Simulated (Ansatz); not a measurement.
Runs of Ansatz 0.2.0 on ZnRe. Symmetry: P-6m2, No. 187, hexagonal system. Conventional cell: a = 2.748 Å, b = 2.748 Å, c = 4.494 Å, α = 90.00°, β = 90.00°, γ = 120.00°. Around Re (site symmetry -6m2) lie 6 Re at 2.75 Å and 6 Zn at 2.75 Å. Around Zn (site symmetry -6m2) lie 6 Zn at 2.75 Å and 6 Re at 2.75 Å. The cell comes from a database or a generator and needn't be the stable form of this composition.

```csv
level,cell,k mesh,cutoff (eV),smearing,basis error allowed,mesh quality,gap on the mesh (eV),pressure (GPa)
LDA,the cell as VASP's run set it,11 × 11 × 6,279,gaussian 0.1 eV,0.001 eV/atom,not flagged,none,-14.1
PBE,"atoms moved at random, drawn with an rms of 0.1 Å",7 × 7 × 4,241,fermi-dirac 0.04 eV,0.004 eV/atom,coarse,none,-1.2
LDA,as given,11 × 11 × 6,279,gaussian 0.05 eV,0.001 eV/atom,not flagged,none,-14.1
PBE,as given,11 × 11 × 6,279,gaussian 0.05 eV,0.001 eV/atom,not flagged,none,(a)
```

Alike in all rows: task single point; potentials or basis all-electron LAPW, scalar-relativistic; no spin polarisation.

Problem. Fill in the values left out.

Solution. (a) -1.5.

Caveats: some runs use coarse meshes; the k mesh is thin for a metal, which can move the energy by tens of meV per atom (some runs).

A k mesh can miss the band edges, and the runs leave out spin-orbit coupling on Re.

A gap of «none» marks a metal or a gap under the smearing width.

Not every run made on this cell is shown here.
